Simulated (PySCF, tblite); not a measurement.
# C₅H₆BO₄−: geometry, infrared bands and NMR shifts

Aim: predict the infrared bands and NMR shifts of C₅H₆BO₄− (`C=C[B-]1(C)OC(=O)C(=O)O1`).

The runs use tblite 0.8.0 and PySCF 2.14.0, with density-fitted response routines of our own; the level of theory stands in each step. All values are computed, except where a source is named. Atoms count from 0, in the outputs and in this text.

**1. The molecule as given**

16 atoms, charge -1, multiplicity 1; geometry from: force field or distance geometry start.

Bonds of the start (Å): C0–C1 1.34, C1–B2 1.61, B2–C3 1.56, B2–O4 1.49, O4–C5 1.40, C5–O6 1.26, C5–C7 1.45, C7–O8 1.27, C7–O9 1.40, O9–B2 1.50, C0–H10 1.07, C0–H11 1.08, C1–H12 1.08, C3–H13 1.09, C3–H14 1.12, C3–H15 1.12.

**2. Geometry optimisation with GFN2-xTB**

Job settings and geometry (Å):

```
{"job": {"kind": "relax", "xc": "GFN2-xTB", "basis": "xTB"}, "charge": -1, "multiplicity": 1}
C     -1.677700     1.690400    -0.441800
C     -1.473500     0.395600    -0.730800
B     -0.169200    -0.271100    -0.060600
C     -0.496500    -1.669800     0.541100
O      0.409300     0.676000     0.940100
C      1.796000     0.652600     0.730200
O      2.668800     1.157500     1.490100
C      2.072900    -0.051100    -0.509200
O      3.221700    -0.270400    -1.005400
O      0.881300    -0.481900    -1.103800
H     -0.952800     2.148100     0.205700
H     -2.528700     2.235500    -0.827800
H     -2.142600    -0.174500    -1.349900
H     -1.523600    -1.783700     0.890400
H      0.171000    -1.783700     1.433300
H     -0.264200    -2.460400    -0.212900
```

Started as:

```sh
> OMP_NUM_THREADS=1 python probes_run.py task.json out
```

One launch serves the whole session: the jobs run in the order shown.

**Question.** This job is followed by: GFN2-xTB harmonic vibrations, gas phase; GIAO PBE0/pcSseg-1 NMR shielding, non-relativistic, gas phase. What will the session give for the following? strongest single infrared mode (GFN2-xTB); zero-point energy (GFN2-xTB); 13C shifts against TMS (PBE0/pcSseg-1, means over atoms taken as alike); 1H shifts against TMS (PBE0/pcSseg-1, means over atoms taken as alike); 11B shifts against BF3·OEt2 (PBE0/pcSseg-1); 17O shifts against H2O (PBE0/pcSseg-1, means over atoms taken as alike).

**Answer**, as computed:

```
                                                               quantity                         value
                              strongest single infrared mode (GFN2-xTB)        1774 cm⁻¹, 1118 km/mol
                                           zero-point energy (GFN2-xTB)                 67.9 kcal/mol
13C shifts against TMS (PBE0/pcSseg-1, means over atoms taken as alike)  168.6, 164.3, 117.8, 8.8 ppm
 1H shifts against TMS (PBE0/pcSseg-1, means over atoms taken as alike)   6.65, 5.28, 5.08, -0.45 ppm
                            11B shifts against BF3·OEt2 (PBE0/pcSseg-1)                       2.3 ppm
17O shifts against H2O (PBE0/pcSseg-1, means over atoms taken as alike)              391.7, 262.4 ppm
```

Relaxing lowered the energy by 1.085 eV in 105 steps; the close pair that moved most is O4–C5, from 1.403 to 1.298 Å. No mode is imaginary among the 42: a minimum at this level. The strongest single mode, at 1774 cm⁻¹, is carried by C5, C7, O6, O8. GFN2-xTB is a fitted tight-binding method: band positions and strengths are rough. Its intensities can rank the bands wrongly. At PBE0/pcSseg-1: The largest span, 617 ppm, is at O6, O8, where the paramagnetic term is -453 ppm.
